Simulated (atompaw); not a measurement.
# Si: the cost of one run

Method: atompaw 4.2.0.5, PBEsol, scalar-relativistic.

**1. Settings**

Typed settings, in words:

```json
{"element": "silicon (Si, Z = 14)", "type": "PAW", "frozen core": "[He]", "valence charge": "12", "reference configuration": "2s2 2p6 3s1.5 3p2.5", "partial waves": "2s (bound): rc 0.80 bohr; 3s (bound): rc 1.05 bohr; 2p (bound): rc 0.55 bohr; 3p (bound): rc 1.05 bohr", "local potential": "bessel scheme, radius 0.95 bohr", "core correction": "smooth core density matched at 0.60 bohr", "augmentation charge": "besselshape compensation charge, radius 0.90 bohr; PAW radius 1.05 bohr; waves and projectors: custom polynom gramschmidtortho"}
```

The nodes and maxima of the atom's own shells, from an earlier all-electron run, set the scale for the radii.

All-electron outer shells of the reference configuration (PBEsol, scalar-relativistic, ld1.x):

```csv
shell,level (eV),outermost node (bohr),outermost maximum (bohr)
1s,-1783.20,–,0.07
2s,-139.97,0.15,0.45
2p,-96.26,–,0.39
3s,-11.15,0.72,1.77
3p,-4.36,0.72,2.14
```

**2. Generating the potential**

File Si.input:

```
Si 14
GGA-PBESOL scalarrelativistic loggrid 1500 logderivrange -12 5 426
3 3 0 0 0 0
3 0 1.5
3 1 2.5
0 0 0
c
v
v
v
v
1
1.05 0.90 0.95 0.60
n
n
custom polynom gramschmidtortho besselshape
bessel
0.80
1.05
0.55
1.05
PWSCFOUT
UPFDX 0.0125d0 UPFXMIN -7.d0 UPFZMESH 14.d0
END
```

Run with:

```bash
$ atompaw < Si.input > Si.log
```

**Question.** How long does this run take on 1 thread of Intel Xeon 6975P-C, shared host?

About 1.2 s.
